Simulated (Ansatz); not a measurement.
# CH10AlBSi2: the cost of one run

All numbers below are computed with Ansatz 0.2.0 (RKS PBE0-D4/6-31G).

## Step 1: The starting structure

Bond lengths: C1–Si2 1.875 Å, Si2–B3 1.924 Å, B3–Al4 2.014 Å, B3–Si5 1.971 Å, C1–H6 1.176 Å, C1–H7 1.080 Å, C1–H8 1.066 Å, Si2–H9 1.442 Å, Si2–H10 1.479 Å, Al4–H11 1.547 Å, Al4–H12 1.654 Å, Si5–H13 1.493 Å, Si5–H14 1.461 Å, Si5–H15 1.450 Å. Angles (14 of 24 angles, heavy atoms first): C1–Si2–B3 107.9°, Si2–B3–Al4 123.0°, Si2–B3–Si5 120.0°, Al4–B3–Si5 117.0°, C1–Si2–H9 110.3°, C1–Si2–H10 108.6°, B3–Si2–H9 110.0°, B3–Si2–H10 110.4°, Si2–C1–H6 105.7°, Si2–C1–H7 110.9°, Si2–C1–H8 108.5°, B3–Al4–H11 125.1°, B3–Al4–H12 116.9°, B3–Si5–H13 107.2°.

Structure file:

```xyz
15

C    -1.3371    0.5627    1.8594
Si   -0.7877    1.1542    0.1674
B     0.2987   -0.2272   -0.6169
Al   -0.3768   -2.0940   -0.9567
Si    2.1855    0.1346   -1.0565
H    -2.0164    1.4202    2.2909
H    -0.4878    0.4157    2.5106
H    -1.9448   -0.3038    1.7344
H    -1.9333    1.4162   -0.6684
H    -0.0023    2.3969    0.3340
H     0.4601   -3.2457   -1.5631
H    -1.9541   -2.4018   -0.5642
H     2.4538    1.5620   -0.7111
H     3.0263   -0.7533   -0.2567
H     2.3942   -0.0873   -2.4739
```

## Step 2: End point A

Input file input.yaml:

```yaml
crystal:
  periodic: [false, false, false]
  atoms:
    - { symbol: C, position_ang: [-1.3371, 0.5627, 1.8594] }
    - { symbol: Si, position_ang: [-0.7877, 1.1542, 0.1674] }
    - { symbol: B, position_ang: [0.2987, -0.2272, -0.6169] }
    - { symbol: Al, position_ang: [-0.3768, -2.094, -0.9567] }
    - { symbol: Si, position_ang: [2.1855, 0.1346, -1.0565] }
    - { symbol: H, position_ang: [-2.0164, 1.4202, 2.2909] }
    - { symbol: H, position_ang: [-0.4878, 0.4157, 2.5106] }
    - { symbol: H, position_ang: [-1.9448, -0.3038, 1.7344] }
    - { symbol: H, position_ang: [-1.9333, 1.4162, -0.6684] }
    - { symbol: H, position_ang: [-0.0023, 2.3969, 0.334] }
    - { symbol: H, position_ang: [0.4601, -3.2457, -1.5631] }
    - { symbol: H, position_ang: [-1.9541, -2.4018, -0.5642] }
    - { symbol: H, position_ang: [2.4538, 1.562, -0.7111] }
    - { symbol: H, position_ang: [3.0263, -0.7533, -0.2567] }
    - { symbol: H, position_ang: [2.3942, -0.0873, -2.4739] }
basis:
  gaussian: { orbitals: "6-31G" }
hamiltonian:
  xc: pbe0
  dispersion: d4
relax:
  f_tol: 0.02
  max_steps: 50
```

On the command line:

```console
$ ansatz run input.yaml --threads 1 --pin off --max-ram 2048MiB --backend cpu --events-out ev --progress --plain --runs-dir out
```

**Question.** How long does this run take on 1 thread of Arm Neoverse V2, shared host, and how much memory does it need?

About 3.3 min, with a peak of 0.22 GiB.
